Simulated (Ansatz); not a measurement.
# TiW2C3: what a guessed cell relaxes into, part 2 of 2

Aim: relax a trial structure of TiW2C3 and see where it ends.

Ansatz 0.2.0; DFT PBE, scalar-relativistic, plane waves, PAW. Earlier steps stand in the parts before.

## (4) Spin check on a coarse mesh

Contents of input.yaml:

```yaml
crystal:
  lattice:
    - [2.5492983132, 1.4718380674, 2.8101848073]
    - [-2.5492983132, 1.4718380674, 2.8101848073]
    - [0.0, -2.9436761347, 2.8101848073]
  atoms:
    - { symbol: Ti, position: [0.5, 0.5, 0.5], spin: 1.0 }
    - { symbol: W, position: [0.8322893032, 0.8322893032, 0.8322893032] }
    - { symbol: W, position: [0.1677106968, 0.1677106968, 0.1677106968] }
    - { symbol: C, position: [0.3276045575, 0.6723954425, 0.0] }
    - { symbol: C, position: [0.6723954425, 0.0, 0.3276045575] }
    - { symbol: C, position: [0.0, 0.3276045575, 0.6723954425] }
basis:
  ecutwfc: 420
kpoints:
  mp_grid: { grid: [6, 6, 6] }
hamiltonian:
  xc: pbe
scf:
  occupations: { method: gaussian, width: 0.1 }
  lower_state_search: "off"
output:
  forces: true
  stress: true
  eigenvalues: true
  populations: true
magnetization:
  spin_polarized: true
```

Command:

```console
ansatz run input.yaml --threads 1 --pin off --max-ram 2560MiB --backend cpu --events-out ev --progress --plain --runs-dir out
```

The log of the run (excerpt; [...] marks lines left out):

```text
[...]
SCF converged after 15 iterations
Magnetization: -0.0000 μB (26.0000 up, 26.0000 down)
Absolute magnetization: 0.0000 μB (∫|ρ↑−ρ↓|, with the PAW one-centre terms)
Spin contamination: 0.0000 ħ² per cell (⟨S²⟩ above its minimum at these occupations)
[...]
        0.000000       0.000000       0.004323
  P = ⅓ Tr σ = -0.0017 GPa (-0.017 kbar)
--- Band table (eV; the first three rows and the last of 64) ---
[...]
--- Löwdin populations: 6 sites ---
  site symbol       q [e]    m [muB]
     0     Ti     11.2773    -0.0000
     1      W     13.1661    -0.0000
     2      W     13.1661    -0.0000
     3      C      4.7280    -0.0000
     4      C      4.7280    -0.0000
     5      C      4.7280    -0.0000
  spilling = 0.003971 (of n_electrons = 52.000000)
```

Wall time 12 s (1 thread of Intel Xeon 6975P-C (Granite Rapids), shared host); peak memory 0.44 GiB.

By site:

| atom | Löwdin electrons |
| --- | --- |
| Ti1 | 11.28 |
| W2 | 13.17 |
| W3 | 13.17 |
| C4 | 4.73 |
| C5 | 4.73 |
| C6 | 4.73 |

The Löwdin counts miss 0.21 of the 52 electrons, which the atomic orbitals do not span, so they are no charges.

The same cell is solved with trial moments on Ti. The largest site moment that stays is 0.00 μB and the cell's total 0.00 μB. The workflow keeps spin only above 0.25 μB on a site, so the next run goes without spin.

## (5) Final relaxation

The end of the coarse run is made exact in the group found at a tolerance of 0.06 Å and reduced to its primitive cell.

input.yaml, as its differences from that of step 4:

```diff
@@ -6,3 +6,3 @@
   atoms:
-    - { symbol: Ti, position: [0.5, 0.5, 0.5], spin: 1.0 }
+    - { symbol: Ti, position: [0.5, 0.5, 0.5] }
     - { symbol: W, position: [0.8322893032, 0.8322893032, 0.8322893032] }
@@ -15,3 +15,3 @@
 kpoints:
-  mp_grid: { grid: [6, 6, 6] }
+  mp_grid: { grid: [12, 12, 12] }
 hamiltonian:
@@ -20,3 +20,2 @@
   occupations: { method: gaussian, width: 0.1 }
-  lower_state_search: "off"
 output:
@@ -25,4 +24,10 @@
   eigenvalues: true
-  populations: true
-magnetization:
-  spin_polarized: true
+  write_density: true
+  write_potential: true
+  elf: true
+  volumetric_format: npy
+relax:
+  adjacent_minimum: "off"
+  f_tol: 0.01
+  max_steps: 80
+  cell: { stress_tol: 0.05 }
```

Command:

```console
ansatz run input.yaml --threads 1 --pin off --max-ram 2560MiB --backend cpu --events-out ev --progress --plain --runs-dir out
```

The log of the run:

```text
Warning: RAYON_NUM_THREADS=1 ignored (pool sized by the plan → 1); use --threads N
Engine: ansatz 0.2.0, x86_64-unknown-linux-gnu
Pseudopotentials: kind: paw
Pseudopotential: Ti, paw, valence charge 12, recommended cutoff 420 eV (normal), Ti.paw.azcp
Pseudopotential: W, paw, valence charge 14, recommended cutoff 420 eV (normal), W.paw.azcp
Pseudopotential: C, paw, valence charge 4, recommended cutoff 420 eV (normal), C.paw.azcp
Functional definition: PBE
  parameter kappa = 0.804
  parameter beta = 0.06672455060314922
  exchange = pbe_x(kappa = kappa, mu = beta*pi^2/3)
  correlation = pbe_c(beta = beta)
Crystal: 6 atoms, lattice volume = 63.265 Å³
Basis set: ecut = 420 eV, 1233 PW (Γ), exchange–correlation on 60×60×60 points (8 copies of the dense FFT grid, shifted against one another)
Bands: 32, of which v1, the nominal top of the filled ones, is band 26 counted from 1 (25 counted from 0)
Symmetry: 6 space group operations
Space group: R32 (ITA 155), of the structure as read, at distance tolerance 4.0e-5 Å
k-points: 189 of 1728 (time reversal used)
Non-local potential: Ti, projectors of the file, l = 0: 3, l = 1: 2, l = 2: 3, l = 3: 1
Non-local potential: W, projectors of the file, l = 0: 3, l = 1: 2, l = 2: 2, l = 3: 1
Non-local potential: C, projectors of the file, l = 0: 2, l = 1: 2, l = 2: 1
PAW form: soft (Blöchl's): semilocal exchange-correlation on the pseudo side does not see the compensation charge
PAW one-centre angular grid: Ti, 590 points (default); XC on 64 Gauss nodes
PAW one-centre angular grid: W, 590 points (default); XC on 64 Gauss nodes
PAW one-centre angular grid: C, 110 points (default); XC on 64 Gauss nodes
Initial density: superposition of atomic densities (neutral atoms: chi_scale 0, normalization atom), corrected by the library's trained network
Initial wavefunctions: pseudopotential atomic-orbital guess
Functional: x = pbe(κ = 0.804, μ = 0.2195149727645171), c = pbe(β = 0.06672455060314922)
SCF iter   1: F=—  HF=-24022.687683 eV  |F-HF|=—  |Δ(HF+E_count)|=         —  Δρ=1.22e-2  dr2=7.70e-2  ethr=1.77e-3  ⟨swp⟩=5.0  Hψ=24723  notcnv=0
preconditioner: auto → Kerker (q_TF=auto, 2.641 Å⁻¹)  [metal: Δε(μ)=0.006 eV  Ē_g=7.408 eV  σ=0.100 eV  W_gap=0.04  n_scr=20 (ndim 8)  ℏωp=24.7 eV  f_vac=0.000  D(μ)=3.93/eV (n_scr^D=50)]
SCF iter   2: F=—  HF=-24022.677991 eV  |F-HF|=—  |Δ(HF+E_count)|=   9.69e-3  Δρ=6.46e-3  dr2=2.17e-2  ethr=1.48e-4  ⟨swp⟩=1.7  Hψ=7743  notcnv=0  defer=53
SCF iter   3: F=—  HF=-24022.675034 eV  |F-HF|=—  |Δ(HF+E_count)|=   2.96e-3  Δρ=1.18e-3  dr2=8.97e-4  ethr=4.16e-5  ⟨swp⟩=2.6  Hψ=9206  notcnv=0  defer=53
SCF iter   4: F=—  HF=-24022.674905 eV  |F-HF|=—  |Δ(HF+E_count)|=   1.29e-4  Δρ=2.21e-4  dr2=2.53e-5  ethr=1.72e-6  ⟨swp⟩=2.3  Hψ=8169  notcnv=0  defer=53
SCF iter   5: F=—  HF=-24022.674892 eV  |F-HF|=—  |Δ(HF+E_count)|=   1.35e-5  Δρ=3.88e-5  dr2=5.51e-7  ethr=4.87e-8  ⟨swp⟩=2.6  Hψ=9482  notcnv=0  defer=120
SCF iter   6: F=-24022.674892 eV  HF=-24022.674892 eV  |F-HF|=3.46e-9  |Δ(HF+E_count)|=   1.83e-7  Δρ=7.65e-6  dr2=3.07e-8  ethr=1.92e-10  ⟨swp⟩=14.0  Hψ=43264  notcnv=0
SCF 1 converged in 6 iterations: F = -24022.674892 eV  dr2 = 3.07e-8
relax step   1: F+E_penalty+E_count = -24022.67489198 eV  Δ(F+E_penalty+E_count) = +0.000e0 eV  max|allowed force component| = 4.770e-2 eV/Å  Δτ_max = 0.0000 Å  P = -0.008 GPa  Ω = 63.265 Å³  (6 SCF iters, dr2 threshold 1.00e-7 eV, accepted)
Crystal: 6 atoms, lattice volume = 63.261 Å³
Initial density: handed on by an earlier stage of this run
Initial wavefunctions: those handed on with the density
iter 1 solved again at ethr=5.34e-8 eV; its pass at ethr=3.10e-3 eV (dr2=2.78e-5 eV) is discarded
SCF iter   1: F=—  HF=-24022.675002 eV  |F-HF|=—  |Δ(HF+E_count)|=         —  Δρ=2.10e-4  dr2=2.67e-5  ethr=5.34e-8  ⟨swp⟩=2.0  Hψ=27154  notcnv=0
preconditioner: auto → Kerker (q_TF=auto, 2.641 Å⁻¹)  [metal: Δε(μ)=0.009 eV  Ē_g=7.448 eV  σ=0.100 eV  W_gap=0.05  n_scr=20 (ndim 8)  ℏωp=24.7 eV  f_vac=0.000  D(μ)=4.06/eV (n_scr^D=50)]
SCF iter   2: F=—  HF=-24022.674983 eV  |F-HF|=—  |Δ(HF+E_count)|=   1.87e-5  Δρ=1.21e-4  dr2=9.33e-6  ethr=5.13e-8  ⟨swp⟩=1.0  Hψ=6048  notcnv=0
iter 3 did not close the SCF: its close was put off for the readings that it lacked (scf_convergence_deferred on its scf_iter line)
SCF iter   3: F=-24022.674981 eV  HF=-24022.674981 eV  |F-HF|=3.95e-8  |Δ(HF+E_count)|=   2.12e-6  Δρ=1.22e-5  dr2=9.24e-8  ethr=1.79e-8  ⟨swp⟩=2.0  Hψ=8327  notcnv=0
iter 4 did not close the SCF: its close was put off for the readings that it lacked (scf_convergence_deferred on its scf_iter line)
SCF iter   4: F=-24022.674981 eV  HF=-24022.674981 eV  |F-HF|=1.30e-9  |Δ(HF+E_count)|=   1.03e-8  Δρ=3.01e-6  dr2=3.96e-9  ethr=1.78e-10  ⟨swp⟩=2.0  Hψ=9359  notcnv=0
iter 5 did not close the SCF: its close was put off for the readings that it lacked (scf_convergence_deferred on its scf_iter line)
SCF iter   5: F=-24022.674981 eV  HF=-24022.674981 eV  |F-HF|=6.55e-11  |Δ(HF+E_count)|=  3.27e-10  Δρ=5.21e-7  dr2=1.78e-10  ethr=7.62e-12  ⟨swp⟩=2.0  Hψ=9869  notcnv=0
SCF iter   6: F=-24022.674981 eV  HF=-24022.674981 eV  |F-HF|=3.64e-12  |Δ(HF+E_count)|=  1.82e-11  Δρ=1.14e-7  dr2=6.50e-12  ethr=1.00e-12  ⟨swp⟩=5.0  Hψ=28910  notcnv=0
SCF 2 converged in 6 iterations: F = -24022.674981 eV  dr2 = 6.50e-12
relax step   2: F+E_penalty+E_count = -24022.67498092 eV  Δ(F+E_penalty+E_count) = -8.894e-5 eV  max|allowed force component| = 1.713e-2 eV/Å  Δτ_max = 0.0018 Å  P = -0.006 GPa  Ω = 63.261 Å³  energy of the carried Pulay correction = +7.918e-6 eV  (6 SCF iters, dr2 threshold 1.42e-7 eV, accepted)
Crystal: 6 atoms, lattice volume = 63.263 Å³
iter 1 solved again at ethr=4.44e-8 eV; its pass at ethr=3.10e-3 eV (dr2=2.31e-5 eV) is discarded
SCF iter   1: F=—  HF=-24022.675033 eV  |F-HF|=—  |Δ(HF+E_count)|=         —  Δρ=1.51e-4  dr2=2.33e-5  ethr=4.44e-8  ⟨swp⟩=1.0  Hψ=25329  notcnv=0
preconditioner: auto → Kerker (q_TF=auto, 2.641 Å⁻¹)  [metal: Δε(μ)=0.008 eV  Ē_g=7.448 eV  σ=0.100 eV  W_gap=0.04  n_scr=20 (ndim 8)  ℏωp=24.7 eV  f_vac=0.000  D(μ)=4.05/eV (n_scr^D=50)]
SCF iter   2: F=—  HF=-24022.675013 eV  |F-HF|=—  |Δ(HF+E_count)|=   2.04e-5  Δρ=8.70e-5  dr2=8.33e-6  ethr=4.44e-8  ⟨swp⟩=1.0  Hψ=6048  notcnv=0
SCF iter   3: F=—  HF=-24022.675007 eV  |F-HF|=—  |Δ(HF+E_count)|=   5.48e-6  Δρ=1.15e-5  dr2=8.78e-8  ethr=1.60e-8  ⟨swp⟩=2.0  Hψ=8546  notcnv=0
iter 4 did not close the SCF: its close was put off for the readings that it lacked (scf_convergence_deferred on its scf_iter line)
SCF iter   4: F=-24022.675007 eV  HF=-24022.675007 eV  |F-HF|=5.60e-10  |Δ(HF+E_count)|=   1.15e-8  Δρ=2.64e-6  dr2=2.83e-9  ethr=1.69e-10  ⟨swp⟩=2.0  Hψ=9867  notcnv=0
iter 5 did not close the SCF: its close was put off for the readings that it lacked (scf_convergence_deferred on its scf_iter line)
SCF iter   5: F=-24022.675007 eV  HF=-24022.675007 eV  |F-HF|=4.00e-11  |Δ(HF+E_count)|=  2.55e-11  Δρ=5.14e-7  dr2=1.53e-10  ethr=5.44e-12  ⟨swp⟩=2.0  Hψ=9366  notcnv=0
SCF iter   6: F=-24022.675007 eV  HF=-24022.675007 eV  |F-HF|=3.64e-12  |Δ(HF+E_count)|=  2.55e-11  Δρ=8.80e-8  dr2=3.20e-12  ethr=1.00e-12  ⟨swp⟩=5.0  Hψ=27947  notcnv=0
SCF 3 converged in 6 iterations: F = -24022.675007 eV  dr2 = 3.20e-12
relax step   3: F+E_penalty+E_count = -24022.67500710 eV  Δ(F+E_penalty+E_count) = -2.618e-5 eV  max|allowed force component| = 4.532e-3 eV/Å  Δτ_max = 0.0009 Å  P = -0.032 GPa  Ω = 63.263 Å³  energy of the carried Pulay correction = +4.014e-6 eV  (6 SCF iters, accepted)
Initial wavefunctions: pseudopotential atomic-orbital guess (no wavefunctions were taken with the density)
iter 1 solved again at ethr=1.61e-8 eV; its pass at ethr=3.10e-3 eV (dr2=8.36e-6 eV) is discarded
SCF iter   1: F=—  HF=-24022.675024 eV  |F-HF|=—  |Δ(HF+E_count)|=         —  Δρ=5.86e-7  dr2=6.93e-11  ethr=1.61e-8  ⟨swp⟩=3.4  Hψ=42344  notcnv=0
eigensolver tolerance schedule: the retry pair's looser diagonalisation over-reported the residual by 120553.49 of it (diagonalisation noise at 1.67 of the residual, at the tolerance the schedule requests for it); recorded, not acted on — ethr = c·dr2/N_el stays at c = 1.0e-1
preconditioner: auto → Kerker (q_TF=auto, 2.641 Å⁻¹)  [metal: Δε(μ)=0.008 eV  Ē_g=7.448 eV  σ=0.100 eV  W_gap=0.04  n_scr=20 (ndim 8)  ℏωp=24.7 eV  f_vac=0.000  D(μ)=4.06/eV (n_scr^D=50)]
SCF iter   2: F=—  HF=-24022.675003 eV  |F-HF|=—  |Δ(HF+E_count)|=   2.06e-5  Δρ=2.61e-7  dr2=1.44e-11  ethr=1.00e-12  ⟨swp⟩=4.0  Hψ=15129  notcnv=0
iter 3 did not close the SCF: its close was put off for the readings that it lacked (scf_convergence_deferred on its scf_iter line)
SCF iter   3: F=-24022.675003 eV  HF=-24022.675003 eV  |F-HF|=7.28e-12  |Δ(HF+E_count)|=  7.28e-12  Δρ=1.77e-7  dr2=5.93e-12  ethr=1.00e-12  ⟨swp⟩=1.0  Hψ=6048  notcnv=0
iter 4 did not close the SCF: its close was put off for the readings that it lacked (scf_convergence_deferred on its scf_iter line)
SCF iter   4: F=-24022.675003 eV  HF=-24022.675003 eV  |F-HF|=3.64e-12  |Δ(HF+E_count)|=  1.09e-11  Δρ=1.84e-8  dr2=9.14e-14  ethr=1.00e-12  ⟨swp⟩=1.0  Hψ=6048  notcnv=0
iter 5 did not close the SCF: its close was put off for the readings that it lacked (scf_convergence_deferred on its scf_iter line)
SCF iter   5: F=-24022.675003 eV  HF=-24022.675003 eV  |F-HF|=3.64e-12  |Δ(HF+E_count)|=  1.46e-11  Δρ=8.42e-9  dr2=1.35e-14  ethr=1.00e-12  ⟨swp⟩=1.0  Hψ=6048  notcnv=0
iter 6 did not close the SCF: its close was put off for the readings that it lacked (scf_convergence_deferred on its scf_iter line)
SCF iter   6: F=-24022.675003 eV  HF=-24022.675003 eV  |F-HF|=3.64e-12  |Δ(HF+E_count)|=  3.64e-12  Δρ=4.77e-9  dr2=5.80e-15  ethr=1.00e-12  ⟨swp⟩=1.0  Hψ=6048  notcnv=0
SCF iter   7: F=-24022.675003 eV  HF=-24022.675003 eV  |F-HF|=3.64e-12  |Δ(HF+E_count)|=  1.09e-11  Δρ=2.55e-9  dr2=1.73e-15  ethr=1.00e-12  ⟨swp⟩=2.2  Hψ=15546  notcnv=0
SCF 4 converged in 7 iterations: F = -24022.675003 eV  dr2 = 1.73e-15
relax step   4: F+E_penalty+E_count = -24022.67500300 eV  Δ(F+E_penalty+E_count) = +4.101e-6 eV  max|allowed force component| = 4.532e-3 eV/Å  Δτ_max = 0.0000 Å  P = -0.032 GPa  Ω = 63.263 Å³  stress off target by 3.83e-2 GPa  SCF on the basis re-selected at this cell (its energy is not comparable with the rows above)  (7 SCF iters)
basis re-selected at this cell: Δ(F+E_penalty+E_count) = +4.101e-6 eV, ΔP = -0.000 GPa vs the last step (what re-selecting the basis moved, of the pressure what is left beyond the Pulay correction that the steps carried, after the strain that the cell walked since its last selection, with what the two solves' SCF thresholds leave and, on support functions, any second-order correction that the steps lacked; it is no measure of the basis error at this ecutwfc). This SCF's stress stands 3.83e-2 GPa from its target on what of the cell is left free (relax.cell.stress_tol is 5.00e-2 GPa) and its largest allowed force component is 4.53e-3 eV/Å (relax.f_tol is 1.00e-2 eV/Å): within both
SCF converged after 7 iterations
Free energy (F): -24022.675003 eV
Harris-Foulkes:  -24022.675003 eV  (|F-HF|=3.64e-12)
Internal energy: -24022.654726 eV  (E = F + TS)
E sigma→0 (E₀):  -24022.664864 eV
Entropy (-TS):   -0.020277 eV (-3.380 meV/atom)
Fermi energy:    17.874003 eV
--- Per-component energies (eV) ---
  E_band       = -253.555976
  E_kinetic    = 1443.215181
  E_local      = -2185.064261  (includes V_loc(G=0)·N_el)
  E_nonlocal   = 84.935352
  E_hartree    = 812.002103
  E_xc         = -778.664588
  E_vxc        = -782.584810  (∫ρ·V_xc dr)
  E_paw        = -18468.032689  (= ΣΔE_a)
  E_vpaw       = -438.061664  (= ΣTr[D̂ρ^β])
  E_aug_tail   = 0.000023  (compensation charges beyond the density's cutoff)
  E_ewald      = -4931.045845
  E_smearing   = -0.020277  (= −TS)
  E_closure    = 0.000000  (closes the sum)
  Σ components = -24022.675003   (vs F -24022.675003, Δ=0.00e0)
--- Forces (eV/Å), atoms counted from 1 ---
  atom   1  Ti     0.00000000    -0.00000000     0.00000000
  atom   2  W      0.00000000    -0.00000000    -0.00029208
  atom   3  W      0.00000000     0.00000000     0.00029208
  atom   4  C      0.00453174    -0.00000000     0.00000000
  atom   5  C     -0.00226587    -0.00392460     0.00000000
  atom   6  C     -0.00226587     0.00392460    -0.00000000
  max |Σ_I F_I| component: 6.30e-16 eV/Å
--- Stress (GPa, compression-positive) ---
       -0.028875       0.000000       0.000000
        0.000000      -0.028875      -0.000000
        0.000000      -0.000000      -0.038339
  P = ⅓ Tr σ = -0.0320 GPa (-0.320 kbar)
--- Band table (eV; the first three rows and the last of 189) ---
  k-point 0: bands = ["-55.7542", "-55.6965", "-38.0966", "-20.1938", "-20.1938", "-20.1104", "-19.9106", "-19.9106", "-19.8408", "-14.4823", "-14.4823", "-14.2844", "4.4948", "7.9721", "7.9721", "12.3419", "12.3419", "13.6385", "13.6385", "14.7189", "15.4063", "15.4063", "15.5705", "15.9541", "18.1266", "18.1266", "18.8118", "21.4673", "21.4673", "21.7679", "21.7689", "23.3886"]
  k-point 1: bands = ["-55.7535", "-55.6972", "-38.0965", "-20.1956", "-20.1925", "-20.1131", "-19.9129", "-19.9088", "-19.8393", "-14.4833", "-14.4821", "-14.2849", "4.5669", "7.9337", "7.9718", "12.2331", "12.5311", "13.4918", "13.7895", "14.6735", "15.2886", "15.4609", "15.5134", "16.0945", "18.0606", "18.1396", "18.6436", "21.3945", "21.5814", "21.6873", "22.0148", "23.2196"]
  k-point 2: bands = ["-55.7516", "-55.6991", "-38.0965", "-20.2001", "-20.1888", "-20.1200", "-19.9197", "-19.9039", "-19.8354", "-14.4860", "-14.4815", "-14.2862", "4.7776", "7.8612", "7.9204", "12.2556", "12.7287", "13.3338", "13.9285", "14.6003", "15.0309", "15.5057", "15.6564", "16.2246", "17.9081", "18.1670", "18.2325", "21.1784", "21.6898", "21.8861", "22.3177", "22.6961"]
  k-point 188: bands = ["-55.7329", "-55.7167", "-38.0951", "-20.2445", "-20.2445", "-20.2379", "-19.8860", "-19.8860", "-19.7650", "-14.4894", "-14.4894", "-14.2984", "8.1321", "8.1321", "8.1756", "10.4326", "12.8165", "13.3290", "13.3290", "14.2282", "14.6660", "14.6660", "16.7246", "16.7246", "17.7932", "17.7932", "18.7621", "18.7621", "20.7060", "20.8648", "21.9696", "21.9696"]
--- Relaxed structure (3 steps of the walk, 3 accepted, 1 SCFs on fresh bases) ---
  F+E_penalty+E_count = -24022.67500300 eV   max|allowed force component| = 4.532e-3 eV/Å   (the final SCF, on the basis selected at the relaxed cell)
  cell:  # Å, volume = 63.2632 Å³
    - [2.5493233177042733, 1.4718525037446177, 2.8100291743604595]
    - [-2.5493233177042733, 1.4718525037446177, 2.8100291743604595]
    - [-2.8563386179188666e-34, -2.943705007439238, 2.8100291743866475]
  atoms:
    - { symbol: Ti, position: [0.49999999999999994, 0.49999999999999994, 0.5000000000000001] }
    - { symbol: W, position: [0.8320817108873841, 0.8320817108873841, 0.8320817108873841] }
    - { symbol: W, position: [0.16791828911261597, 0.16791828911261597, 0.16791828911261597] }
    - { symbol: C, position: [0.3277596551511476, 0.6722403448488523, -5.551115123125783e-17] }
    - { symbol: C, position: [0.6722403448488523, 0.0, 0.32775965515114763] }
    - { symbol: C, position: [-5.551115123125783e-17, 0.3277596551511476, 0.6722403448488525] }
```

Run time: 78 s. Hardware: 1 thread of Intel Xeon 6975P-C (Granite Rapids), shared host; peak memory 0.64 GiB.

The steps of the relaxation:

| step | E - E(step 1) (eV/cell) | largest force component (eV/Å) | pressure (GPa) | volume (Å³) |
| --- | --- | --- | --- | --- |
| 1 | 0.0000 | 0.0477 | -0.01 | 63.27 |
| 2 | -0.0001 | 0.0171 | -0.01 | 63.26 |
| 3 | -0.0001 | 0.0045 | -0.03 | 63.26 |
| 4 | -0.0001 | 0.0045 | -0.03 | 63.26 |

Step 1 is the start. Step 4 repeats the geometry before it on a plane-wave basis chosen anew for that cell, so its energy need not be comparable with the rows above.

Lengths and angles in the start's conventional setting:

|  | before | after | change |
| --- | --- | --- | --- |
| a (Å) | 5.099 | 5.099 | 0.0 % |
| b (Å) | 5.099 | 5.099 | 0.0 % |
| c (Å) | 8.431 | 8.430 | 0.0 % |
| volume (Å³/atom) | 10.54 | 10.54 | 0.0 % |
| shortest distance (Å) | 2.188 | 2.190 | +0.1 % |
| space group (0.01 Å) | R32 | R32 | same |

Forces and stress were held to the start's 6 operations: a distortion of lower symmetry was not tested.

The maps below are laid out on this run's own conventional cell (a, b, c = 5.099, 5.099, 8.430 Å).

Density in a lattice plane of the grid's cell (edges 5.10 and 8.43 Å, at 0.000 of the third edge), which holds Ti and W and C.

Values in e/Å³, 12 rows by 8 columns:
```
2.68 0.99 0.80 0.83 0.33 0.15 0.20 0.82
3.88 3.30 0.36 0.28 0.25 0.21 0.31 3.36
2.80 0.99 0.75 0.85 0.36 0.15 0.19 0.84
0.32 0.46 1.51 1.71 0.55 0.12 0.14 0.26
2.28 0.62 0.68 0.88 0.39 0.17 0.15 0.50
9.91 3.05 0.26 0.30 0.32 0.25 0.21 3.10
2.28 0.62 0.68 0.88 0.39 0.17 0.15 0.50
0.32 0.46 1.51 1.71 0.55 0.12 0.14 0.26
2.80 0.99 0.75 0.85 0.36 0.15 0.19 0.84
3.88 3.30 0.36 0.28 0.25 0.21 0.31 3.36
2.68 0.99 0.80 0.83 0.33 0.15 0.20 0.82
0.37 0.53 1.59 1.71 0.50 0.12 0.15 0.30
```
Columns run along the first of these edges and rows up along the second, over one cell in 8 and 12 even steps from the bottom left corner. Atoms in the plane (fractional): Ti at (1.00, 0.50), W at (1.00, 0.83), W at (1.00, 0.17), C at (0.33, 0.00), C at (0.34, 0.33), C at (0.33, 0.67).

ELF in the same plane.

Ten even steps from ' ' (0.01) to '@' (0.80):
```
--::++@@####@@##::........::
%%##==++%%%%##++------..--##
..****::--------==++++--####
==##**::==++==----====::**%%
%%**--##@@@@@@**--::::..::**
::--##@@**==%%%%--  ....::::
::--%%@@==..##%%--    ..::::
==::--%%@@%%@@**--........::
**##----****++======--..--##
  ++++..::::--==++**==..**++
**##----****++======--..--##
==::--%%@@%%@@**--........::
::--%%@@==..##%%--    ..::::
::--##@@**==%%%%--  ....::::
%%**--##@@@@@@**--::::..::**
==##**::==++==----====::**%%
..****::--------==++++--####
%%##==++%%%%##++------..--##
--::++@@####@@##::........::
--==%%@@::..%%%%--    ..::--
```
Columns run along the first of these edges and rows up along the second, over one cell in 14 and 20 even steps from the bottom left corner. Atoms in the plane (fractional): Ti at (1.00, 0.50), W at (1.00, 0.83), W at (1.00, 0.17), C at (0.33, 0.00), C at (0.34, 0.33), C at (0.33, 0.67).

Both are smooth fields of the valence electrons: close to the nuclei they are not physical.

The highest ELF values outside the cores: 0.83 beside C, off the lines to its neighbours, 0.7 Å from C; 0.80 on the C–W line, 0.7 Å from C; 0.80 in the shell around C, 0.7 Å from C.

## (6) What came out

The summary covers parts 1 to 2. Changes of volume or cell count from the first structure of part 1.

```
                              quantity                                                                       value
symmetry at the end (tolerance 0.05 Å)                                                   space group R32 (No. 155)
                     conventional cell  a = 5.099 Å, b = 5.099 Å, c = 8.430 Å, α = 90.00°, β = 90.00°, γ = 120.00°
                                volume                                                               10.54 Å³/atom
              energy over the elements                                                               -0.09 eV/atom
                       gap on the mesh                                                                none (metal)
```

What this shows: The space group R32 (No. 155) is kept, and the volume per atom shrinks by 27.6 % from the first guess. It lies below the elements, which doesn't yet make it stable: competing phases were not computed in this session. No finished test with a distortion of lower symmetry is shown, so the end may be a saddle point. Spin-orbit coupling is left out for W. Other magnetic orders were not searched.
